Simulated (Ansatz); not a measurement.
# CuBr: geometry and frequencies at several levels

An exercise on one series of results from a longer session: the logs are not shown, and one member is left open.

Computed with Ansatz 0.2.0 (the levels named in each step, unless a step's input says otherwise).

## The starting structure

Bond lengths: Cu1–Br2 2.174 Å.

As a file:

```xyz
2

Cu    0.0000    0.0000    0.0000
Br    0.0000    0.0000    2.1744
```

Set-up of the first run:

Contents of input.yaml:

```yaml
crystal:
  periodic: [false, false, false]
  atoms:
    - { symbol: Cu, position_ang: [0.0, 0.0, 0.0] }
    - { symbol: Br, position_ang: [0.0, 0.0, 2.17444] }
basis:
  gaussian: { orbitals: def2-SVP }
hamiltonian:
  xc: pbe
  dispersion: d4
relax:
  f_tol: 0.03
  max_steps: 200
```

Command:

```
ansatz run input.yaml --threads 2 --pin off --max-ram 5120MiB --backend cpu --events-out ev --progress --plain --runs-dir out
```

Among the steps run: A rough first relaxation, PBE-D4/def2-SVP; Relaxation, PBE0-D4/def2-TZVPP; Frequencies, PBE0-D4/def2-TZVPP; Relaxation, PBE-D4/def2-TZVPP; Frequencies, PBE-D4/def2-TZVPP; Relaxation, r2SCAN-D4/def2-TZVPP; Frequencies, r2SCAN-D4/def2-TZVPP; Relaxation, B3LYP-D4/def2-TZVPP; Frequencies, B3LYP-D4/def2-TZVPP; Relaxation, B2PLYP/def2-TZVPP; Frequencies, B2PLYP/def2-TZVPP.

One table of the session follows, with a row left open; its other results are not shown here.

It belongs to the step «Geometries side by side». 

| level | Cu1–Br2 (Å) | rotational constants (MHz) | dipole (D) | highest frequency (cm⁻¹) |
| --- | --- | --- | --- | --- |
| PBE0-D4/def2-TZVPP | 2.2067 | 2964.2 | 4.98 | 300 |
| PBE-D4/def2-TZVPP | 2.2005 | 2981 | 4.18 | 300 |
| r2SCAN-D4/def2-TZVPP | 2.1844 | 3025.2 | 4.58 | 309 |
| B3LYP-D4/def2-TZVPP | ? | ? | ? | ? |
| B2PLYP/def2-TZVPP | 2.2096 | 2956.4 | 4.98 | 299 |

**Question.** Estimate the row for B3LYP-D4/def2-TZVPP.

**Answer.** Cu1–Br2 (Å): 2.2249; rotational constants (MHz): 2916.1; dipole (D): 4.74; highest frequency (cm⁻¹): 291. In the column «Cu1–Br2 (Å)» it is the highest.
